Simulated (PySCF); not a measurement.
# A workflow on Si2H2OF2 (SMILES F[Si]1(F)O[SiH2]1)

Wanted: a series of 9 runs (PBE0-D4/def2-TZVP, MP2/def2-TZVPP, RI-MP2/def2-QZVPP, PBE-D4/def2-TZVPP, r2SCAN-D4/def2-TZVPP, B3LYP-D4/def2-TZVPP, wB97M-V/def2-TZVPP, B3LYP/6-31G*, and more) of Si2H2OF2. The job is set up through a Python script.

The results are computed with PySCF 2.14.0.

1 further run of the same task is left out (for a faulty analytic Hessian).

### Step 1. Starting point

Si2H2OF2 has 7 atoms, charge 0, and is taken as a singlet. As SMILES, `F[Si]1(F)O[SiH2]1`. All atoms were displaced at random from a relaxed shape. The run starts from this shape.

Bond lengths: F1–Si2 1.481 Å, Si2–F3 1.651 Å, Si2–O4 1.653 Å, Si2–Si5 2.211 Å, O4–Si5 1.775 Å, Si5–H6 1.526 Å, Si5–H7 1.465 Å. Some angles: F1–Si2–F3 106.1°, F1–Si2–O4 116.9°, F1–Si2–Si5 128.5°, F3–Si2–O4 113.3°, F3–Si2–Si5 124.7°, O4–Si2–Si5 52.3°, Si2–O4–Si5 80.3°, Si2–Si5–O4 47.5°, Si2–Si5–H6 123.1°, Si2–Si5–H7 126.4°.

### Step 2. A geometry optimisation at PBE0-D4/def2-TZVP (density fitting with def2-universal-jkfit) (run 1)

start.xyz

```xyz
7
F2H2OSi2
F      0.393594    -1.577186     1.654044
Si     0.072242    -1.027539     0.317281
F     -0.213882    -2.329544    -0.657024
O      1.150824     0.046704    -0.327435
Si    -0.292514     1.077472    -0.253758
H     -0.258490     2.230025     0.746548
H     -0.809182     1.551454    -1.540621
```

run.py

```python
from pyscf import gto, dft
from pyscf.geomopt.geometric_solver import kernel as optimise

mol = gto.Mole()
mol.atom = 'start.xyz'
mol.spin = 0
mol.max_memory = 1860
mol.basis = 'def2-tzvp'
mol.verbose = 3
mol.build()

calc0 = dft.RKS(mol)
calc0.xc = 'pbe0'
calc0 = calc0.density_fit(auxbasis='def2-universal-jkfit')
calc0.conv_tol = 1e-09
calc0.disp = 'd4'
calc0.grids.level = 4
calc0.max_cycle = 100
converged, mol_eq = optimise(calc0, maxsteps=100)
print('converged:', converged)
print(mol_eq.tostring())

calc0.reset(mol_eq)
mol = mol_eq
calc0.kernel()
e_tot = calc0.e_tot
print('Final energy', e_tot)
```

Started as:

```bash
$ OMP_NUM_THREADS=1 python run.py
```

What it wrote:

```text
maxiter                   100
----------------------------------------------------------
Custom engine selected.
Bonds will be generated from interatomic distances less than 1.20 times sum of covalent radii
21 internal coordinates being used (instead of 21 Cartesians)
Internal coordinate system (atoms numbered from 1):
Distance 1-2
Distance 2-3
Distance 2-4
Distance 2-5
Distance 4-5
Distance 5-6
Distance 5-7
Angle 1-2-4
Angle 1-2-5
Angle 3-2-4
Angle 3-2-5
Angle 4-2-5
Angle 2-4-5
Angle 2-5-4
Angle 2-5-7
Angle 4-5-6
Angle 4-5-7
Angle 6-5-7
Out-of-Plane 2-1-3-5
Out-of-Plane 5-2-6-7
Dihedral 1-2-4-5
Dihedral 3-2-4-5
Dihedral 1-2-5-4
Dihedral 1-2-5-6
Dihedral 1-2-5-7
Dihedral 3-2-5-4
Dihedral 3-2-5-6
Dihedral 3-2-5-7
Dihedral 4-2-5-6
Dihedral 4-2-5-7
Dihedral 2-4-5-6
Dihedral 2-4-5-7
Translation-X 1-7
Translation-Y 1-7
[... 8 lines left out ...]
> Convergence Criteria:
[... 19 lines left out ...]
WARN: Mole.unit (angstrom) is changed to Bohr
[... 13 lines left out ...]
Step    0 : Gradient = 5.838e-02/1.144e-01 (rms/max) Energy = -854.8829566681
[... 37 lines left out ...]
converged SCF energy = -854.895818687978
[... 49 lines left out ...]
converged SCF energy = -854.895991336567
[... 49 lines left out ...]
converged SCF energy = -854.896006964438
[... 38 lines left out ...]
Converged! =D
[... 1 line left out ...]
converged: True
F           0.39704448       -1.60597754        1.69774679
Si          0.02292479       -1.01684341        0.28202439
F          -0.20645205       -2.27666734       -0.64078885
O           1.09716583        0.08440417       -0.31037389
Si         -0.30909207        1.06900202       -0.23256277
H          -0.21255939        2.19891573        0.72122834
H          -0.79572510        1.54325375       -1.54943509
converged SCF energy = -854.896007373553
Final energy -854.8960073735527
```

Run time: 6.2 min. Hardware: 1 thread of Intel Xeon at 2.70GHz, shared host; peak memory 1.6 GiB.

The path in brief:

```tsv
step	energy from the first frame kept (eV)	largest force (eV/Å)
0	0.0000	5.8843
1	-0.3056	2.0883
2	-0.3500	0.4089
3	-0.3536	0.1078
4	-0.3547	0.0645
5	-0.3549	0.0471
6	-0.3551	0.0089
7	-0.3551	0.0072
```

After the run. Bond lengths: F1–Si2 1.578 Å, Si2–F3 1.578 Å, Si2–O4 1.649 Å, Si2–Si5 2.174 Å, O4–Si5 1.718 Å, Si5–H6 1.482 Å, Si5–H7 1.482 Å. Some angles: F1–Si2–F3 105.1°, F1–Si2–O4 114.7°, F1–Si2–Si5 127.3°, F3–Si2–O4 114.7°, F3–Si2–Si5 127.2°, O4–Si2–Si5 51.2°, Si2–O4–Si5 80.4°, Si2–Si5–O4 48.4°, Si2–Si5–H6 124.7°, Si2–Si5–H7 124.6°.

### Step 3. The energy at MP2/def2-TZVPP (run 3)

job.py

```python
# F[Si]1(F)O[SiH2]1
from pyscf import gto, scf, mp

mol = gto.M(
    atom='''
F      0.750304    -3.034859     3.208277
Si     0.043322    -1.921555     0.532948
F     -0.390138    -4.302277    -1.210916
O      2.073343     0.159500    -0.586522
Si    -0.584099     2.020121    -0.439480
H     -0.401678     4.155349     1.362923
H     -1.503702     2.916327    -2.928008
''',
    verbose=3,
    basis='def2-tzvpp',
    charge=0,
    max_memory=1860,
    unit='bohr',
)

calc0 = scf.RHF(mol)
calc0.conv_tol = 1e-10
calc0.kernel()
if not calc0.converged:
    calc0 = calc0.newton().run(calc0.mo_coeff, calc0.mo_occ)

pt = mp.MP2(calc0, frozen=13).run()
etot = pt.e_tot
print('E(%s) = %.9f' % ('MP2', etot))
```

Started as:

```bash
$ OMP_NUM_THREADS=1 python job.py
```

What it wrote:

```text
converged SCF energy = -853.085179667558
E(RMP2) = -854.042427457603  E_corr = -0.957247790044524
E(SCS-RMP2) = -854.024986124169  E_corr = -0.93980645661018
E(MP2) = -854.042427458
```

Run time: 2.9 min. Hardware: 1 thread of Intel Xeon at 2.70GHz, shared host; peak memory 1.6 GiB.

Run 4 isn't shown in full; the table further down has it.

### Step 4. A single-point energy at PBE-D4/def2-TZVPP (run 5)

job.py

```python
from pyscf import gto, dft

molecule = gto.M(
    atom='''
F    0.397044  -1.605978   1.697747
Si   0.022925  -1.016843   0.282024
F   -0.206452  -2.276667  -0.640789
O    1.097166   0.084404  -0.310374
Si  -0.309092   1.069002  -0.232563
H   -0.212559   2.198916   0.721228
H   -0.795725   1.543254  -1.549435
''',
    verbose=3,
    basis='def2-tzvpp',
    max_memory=1860,
)

mf = dft.RKS(molecule, xc='pbe')
mf.grids.level = 5
mf.conv_tol = 1e-10
mf.disp = 'd4'
mf.kernel()
if not mf.converged:
    mf = mf.newton().run(mf.mo_coeff, mf.mo_occ)

e_tot = mf.e_tot
print('Final energy', e_tot)
```

Started as:

```bash
$ OMP_NUM_THREADS=1 python job.py
```

What it wrote:

```text
converged SCF energy = -854.845832319524
Final energy -854.845832319524
```

Wall time 2.9 min (1 thread of Intel Xeon at 2.70GHz, shared host); peak memory 0.7 GiB.

Runs 6 to 9 aren't shown in full; the table further down has their settings and results.

### Step 5. The energy at HF/STO-3G (run 10)

mol.xyz

```xyz
7
F2H2OSi2
F      0.397044    -1.605978     1.697747
Si     0.022925    -1.016843     0.282024
F     -0.206452    -2.276667    -0.640789
O      1.097166     0.084404    -0.310374
Si    -0.309092     1.069002    -0.232563
H     -0.212559     2.198916     0.721228
H     -0.795725     1.543254    -1.549435
```

calc.py

```python
from pyscf import gto

system = gto.Mole()
system.atom = 'mol.xyz'
system.verbose = 3
system.max_memory = 1860
system.spin = 0
system.basis = 'sto-3g'
system.build()

hf = system.RHF()
hf.conv_tol = 1e-10
hf.kernel()
if not hf.converged:
    hf = hf.newton().run(hf.mo_coeff, hf.mo_occ)

e_tot = hf.e_tot
print('Final energy', e_tot)
```

Started as:

```bash
$ OMP_NUM_THREADS=1 python calc.py
```

What it wrote:

```text
converged SCF energy = -842.282260456534
Final energy -842.2822604565342
```

It took 1.2 s on 1 thread of Intel Xeon at 2.70GHz, shared host; peak memory 0.12 GiB.

### Step 6. Overview of the runs

```tsv
run	level	task	integral approximation	energy (Eh)	dipole moment (D) of the reference	HOMO energy (eV)	LUMO energy (eV)	wall time
1	PBE0-D4/def2-TZVP (density fitting with def2-universal-jkfit)	optimise	def2-universal-jkfit	-854.896007	2.34	-7.67	-1.44	6.2 min
3	MP2/def2-TZVPP	energy	none	-854.042427	2.79	-10.49	1.86	2.9 min
4	RI-MP2/def2-QZVPP (density fitting with def2-universal-jkfit)	energy	def2-universal-jkfit	-854.162281	2.79	-10.51	1.58	20 s
5	PBE-D4/def2-TZVPP	energy	none	-854.845832	2.11	-6.47	-2.31	2.9 min
6	r2SCAN-D4/def2-TZVPP	energy	none	-855.243093	2.17	-6.71	-2.00	3.1 min
7	B3LYP-D4/def2-TZVPP	energy	none	-855.455223	2.39	-7.48	-1.67	2 min
8	wB97M-V/def2-TZVPP (density fitting with def2-universal-jkfit)	energy	def2-universal-jkfit	-855.304768	2.38	-9.77	0.38	2.7 min
9	B3LYP/6-31G* (spherical functions)	energy	none	-855.225760	2.35	-7.31	-1.47	23 s
10	HF/STO-3G	energy	none	-842.282260	2.58	-6.13	6.97	1.2 s
```

### Step 7. Summary of results

```
                        quantity          value
 run 10, HF/STO-3G: total energy  -842.28226 Eh
run 10, HF/STO-3G: dipole moment         2.58 D
  run 10, HF/STO-3G: HOMO energy       -6.13 eV
  run 10, HF/STO-3G: LUMO energy        6.97 eV
run 10, HF/STO-3G: HOMO–LUMO gap       13.10 eV
```

**Reading.** Over runs 5, 6, 7, 8, 9, 10 the dipole moment (its size) runs from 2.11 D (PBE-D4/def2-TZVPP) to 2.58 D (HF/STO-3G). The two ends differ in method and basis. Over runs 5, 6, 7, 8, 9, 10 the HOMO–LUMO gap runs from 4.15 eV (PBE-D4/def2-TZVPP) to 13.10 eV (HF/STO-3G). Totals of different functionals can't be ranked against each other. In run 10 the basis is minimal, so the values are rough. All runs together took 21 min, the longest 6.2 min.
